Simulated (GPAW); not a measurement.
Runs of GPAW 26.7.0 on Sn2PdAu. The structure is trigonal, space group P-3m1 (No. 164). Conventional cell: a = 4.163 Å, b = 4.163 Å, c = 5.698 Å, α = 90.00°, β = 90.00°, γ = 120.00°. Around Au (site symmetry -3m) lie 6 Sn at 2.84 Å and 2 Pd at 2.85 Å. Around Sn (site symmetry 3m) lie 3 Pd at 2.75 Å and 3 Au at 2.84 Å. Around Pd (site symmetry -3m) lie 6 Sn at 2.75 Å and 2 Au at 2.85 Å. The cell comes from a database or a generator and needn't be the stable form of this composition.

```csv
task,level,potentials or basis,spin,k mesh,band path,band points,spin axis theta (degrees),spin axis phi (degrees),soc after scf,mesh quality,pressure (GPa),largest force (eV/Å)
band structure,PBEsol,"PAW data sets generated in the run's folder for this functional, pw",off,5 × 5 × 3,"GMKGALHA,LM,KH",80,-,-,-,coarse,-2.3,0.02
band structure,LDA,"the program's PAW data sets (release 1.2.1) made for this functional, pw",off,5 × 5 × 3,"GMKGALHA,LM,KH",80,-,-,-,coarse,-5.2,(a)
band structure,PBEsol,"PAW data sets generated in the run's folder for this functional, pw","SOC, no magnetisation",7 × 7 × 5,"GMKGALHA,LM,KH",80,90,45,second variation,not flagged,-2.3,0.03
single point,PBEsol,"PAW data sets generated in the run's folder for this functional, pw",off,7 × 7 × 5,-,-,-,-,-,not flagged,-2.3,0.03
```

Alike in all rows: cell as given; cutoff (eV) 600; smearing fermi-dirac 0.05 eV.

Question: Fill in the values left out.

Answer: (a) 0.04.

Caveats: some runs use coarse meshes; with this Au data set, volumes or pressures lay over 1.5 % or 2 GPa off other programs in two to four cells of ten; spin-orbit coupling was added after a scalar SCF, so levels and gaps hold it while energy, forces, pressure and moments don't (some runs).

Not every run made on this cell is shown here.
